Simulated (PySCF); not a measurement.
**Lu(SH)3: how tightly the ligands are held**

Aim: take one ligand of each kind off Lu(SH)3, with both parts rigid, and scan its distance from the metal. The species was built from a template and needn't be a known compound.

Method: BP86, Lu lcecp-1-SVP with ECP60, S def2-SVP, H def2-SVP; scalar-relativistic core potentials, no spin–orbit coupling; program: PySCF 2.14.0.

1 further run of the same task is left out (for a known fault of the program).

## Step 1: Where the work starts

7 atoms, charge 0, spin multiplicity 1.

Bond lengths: Lu1–S2 2.534 Å, Lu1–S4 2.534 Å, Lu1–S6 2.534 Å, S2–H3 1.368 Å, S4–H5 1.368 Å, S6–H7 1.368 Å. Angles: S2–Lu1–S4 120.0°, S2–Lu1–S6 120.0°, S4–Lu1–S6 120.0°, Lu1–S2–H3 92.4°, Lu1–S4–H5 92.4°, Lu1–S6–H7 92.4°.

Coordinates:

```
Lu    0.0000    0.0000    0.9042
S     2.4966   -0.4310    0.9191
H     2.7866    0.9057    0.9094
S    -0.8751    2.3776    0.9191
H    -2.1777    1.9604    0.9094
S    -1.6215   -1.9466    0.9191
H    -0.6089   -2.8661    0.9094
```

Formal oxidation states: Lu +3. Each metal's 14 4f electrons lie in its core potential, so multiplicities, spins and levels count the valence alone. An earlier session relaxed this geometry at BP86, Lu lcecp-1-SVP with ECP60, S def2-SVP, H def2-SVP (singlet, point group C3h).

## Step 2: SH taken off

The ligand (atoms 2, 3) keeps its formal charge and a closed shell where it can; ligand and rest are solved at the complex's geometry, in vacuum, with the settings of the relaxation.

| part | charge | state | energy (Eh) |
| --- | --- | --- | --- |
| complex | 0 | singlet | -1236.335699 |
| ligand | -1 | singlet | -398.704510 |
| rest | 1 | singlet | -837.288309 |

Run time: 1.4 s. Hardware: 2 threads of Arm Neoverse V2, shared host.

## Step 3: Rigid scan of SH

Atoms 2, 3 move together along the line from atom 1; the distance is to the donor, the donors' midpoint or the ring centre. Each point starts from the density of the one before.

| distance (Å) | energy from the relaxed point (eV) |
| --- | --- |
| 2.23 | 0.648 |
| 2.33 | 0.252 |
| 2.43 | 0.055 |
| 2.53 | 0.000 |
| 2.63 | 0.043 |
| 2.73 | 0.155 |
| 2.93 | 0.498 |
| 3.23 | 1.128 |
| 3.63 | 1.944 |
| 4.13 | 2.756 |

It took 19 s on 2 threads of Arm Neoverse V2, shared host.

## Step 4: What came out

| quantity | value |
| --- | --- |
| taking off SH | 9.33 eV |
| stiffness of the SH contact | 9.9 eV/Å² |

**Reading.** Taking off SH as a fragment of charge -1 costs 9.33 eV, much of it the attraction of the two charges. Near 2.53 Å the SH contact has a stiffness of about 9.9 eV/Å², and the energy stands 2.76 eV higher at 4.13 Å. The free anion is solved without diffuse functions, no counterpoise correction is made, and the parts aren't relaxed; each of these makes the binding look larger. The bases are small and lack diffuse functions. Spin–orbit coupling is left out.
